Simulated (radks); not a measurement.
# Ta inside a hard spherical wall

The task here is to estimate one member of a computed series from the others.

Method: scalar-relativistic Kohn-Sham, PBEsol, spin-unpolarised, spherical densities, point nucleus. Code: radks (a radial shooting solver on a logarithmic mesh, Libxc functionals) version 1.

## The system

```
element       : tantalum (Z = 73)
charge        : 0
electrons     : 73
configuration : [Xe] 4f14 5d3 6s2
```

Outer shells as boxes (Hund's rule):

Ta
```
[Xe] core
4f [↑↓][↑↓][↑↓][↑↓][↑↓][↑↓][↑↓]
5d [↑ ][↑ ][↑ ][  ][  ]
6s [↑↓]
```

Set-up of the first run:

Input:

```text
Z 73
configuration [Xe] 4f14 5d3 6s2 6p0 7s0 5f0
relativity scalar-relativistic
functional pbe_sol,pbe_sol
spin unpolarised
nucleus point
c 137.035999084
```

Among the steps run: The free atom; Wall at 20 bohr; Wall at 7 bohr; Wall at 5 bohr; Wall at 3.5 bohr; Wall at 2.5 bohr; Wall at 1.5 bohr.

One table of the session follows, with a row left open; its other results are not shown here.

```
R (bohr)  E − E(free) (eV)  ε(5d) (eV)  ε(6p, empty) (eV)  pressure (GPa)
    free             0.000      -3.621             -1.364               0
      20             0.000      -3.621             -1.363        < 0.0001
       7             0.508      -2.980             -0.017            1.03
       5             5.296      -0.220              5.235            21.9
     3.5                 ?           ?                  ?               ?
     2.5            177.40      32.940             88.187            4519
     1.5            1700.9      188.67             466.22          181889
```

Estimate the missing values for R (bohr) = 3.5.

Worked estimate for «E − E(free) (eV)». A straight line through the neighbours (5, 5.296) and (2.5, 177.40) gives 5.296 + (177.40 − 5.296) × (3.5 − 5) / (2.5 − 5) = 108.558; a parabola fitted to 4 rows on both sides gives 76.781.

The run gave: E − E(free) (eV): 35.886; ε(5d) (eV): 8.672; ε(6p, empty) (eV): 25.659; pressure (GPa): 354. In «E − E(free) (eV)» the line misses by +72.672 and the parabola by +40.895.

Shells are not refilled when levels cross, and a hard wall is a model, not a crystal.
